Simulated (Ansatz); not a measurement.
# BW2: element swaps in one structure

The task here is to estimate one member of a computed series from the others.

Computed with Ansatz 0.2.0 (DFT r2SCAN, scalar-relativistic, plane waves, PAW, unless a step's input says otherwise).

1 further run of the same task is left out (set aside as unsound or not needed). Runs told in other sessions of the task aren't counted.

## The system as given

Symmetry: I4/mcm, No. 140, tetragonal system. The conventional cell has a = 5.560 Å, b = 5.560 Å, c = 4.761 Å, α = 90.00°, β = 90.00°, γ = 90.00°. Around B (site symmetry 422) lie 2 B at 2.38 Å and 8 W at 2.38 Å. W (site symmetry m2m) has 4 B at 2.38 Å and 3 W at 2.67 to 2.69 Å in its first shell of neighbours.

Structure file:

```
B W
1.0
    -2.77975    2.77975    2.38048
     2.77975   -2.77975    2.38048
     2.77975    2.77975   -2.38048
B W
2 4
Direct
  0.25000 0.25000 0.00000
  0.75000 0.75000 0.00000
  0.66994 0.16994 0.83987
  0.16994 0.33006 0.50000
  0.33006 0.83006 0.16013
  0.83006 0.66994 0.50000
```

It is the result of an earlier relaxation at this level (volume 12.26 Å³/atom; gap on the mesh: none (metal)).

The first run:

Input file input.yaml:

```yaml
crystal:
  lattice:
    - [-2.6779932891, 2.6779932891, 2.2933375467]
    - [2.6779932891, -2.6779932891, 2.2933375467]
    - [2.6779932891, 2.6779932891, -2.2933375467]
  atoms:
    - { symbol: B, position: [0.25, 0.25, 0.0] }
    - { symbol: B, position: [0.75, 0.75, 0.0] }
    - { symbol: Re, position: [0.6699374032, 0.1699374032, 0.8398748064] }
    - { symbol: Re, position: [0.1699374032, 0.3300625968, 0.5] }
    - { symbol: Re, position: [0.3300625968, 0.8300625968, 0.1601251936] }
    - { symbol: Re, position: [0.8300625968, 0.6699374032, 0.5] }
basis:
  ecutwfc: 500
kpoints:
  mp_grid: { grid: [6, 6, 6] }
hamiltonian:
  xc: r2scan
scf:
  occupations: { method: gaussian, width: 0.1 }
output:
  forces: true
  stress: true
  eigenvalues: true
```

Run with:

```
$ ansatz run input.yaml --threads 1 --pin off --max-ram 2560MiB --backend cpu --events-out ev --progress --plain --runs-dir out
```

Among the steps run: Quick check of gap, pressure and forces (Re2B); Coarse relaxation (Re2B); The relaxation (Re2B).

One of the session's tables, all rows but one given; the rest of the session is left out.

It belongs to the step «The crystals compared». Lengths are those of the vectors of the cell that was run:

```
  swap  volume (Å³/atom)  a (Å)  b (Å)  c (Å)  ΔH_f (eV/atom)
  none             12.26  4.596  4.596  4.596          -0.264
B → Ga                 ?      ?      ?      ?               ?
B → In             18.22  5.270  5.270  5.270           0.946
W → Re             11.49  4.508  4.508  4.508          -0.200
```

Q: Estimate the row for B → Ga from the others.

As computed: volume (Å³/atom): 15.23; a (Å): 4.956; b (Å): 4.956; c (Å): 4.956; ΔH_f (eV/atom): 0.251. In the column «volume (Å³/atom)» it lies between none (12.26) and B → In (18.22).

Lengths are those of the computed cell. ΔH_f is taken against the elements in their standard states, computed with the same functional; temperature and zero-point motion are left out. Rows of earlier swaps come from the sessions before.
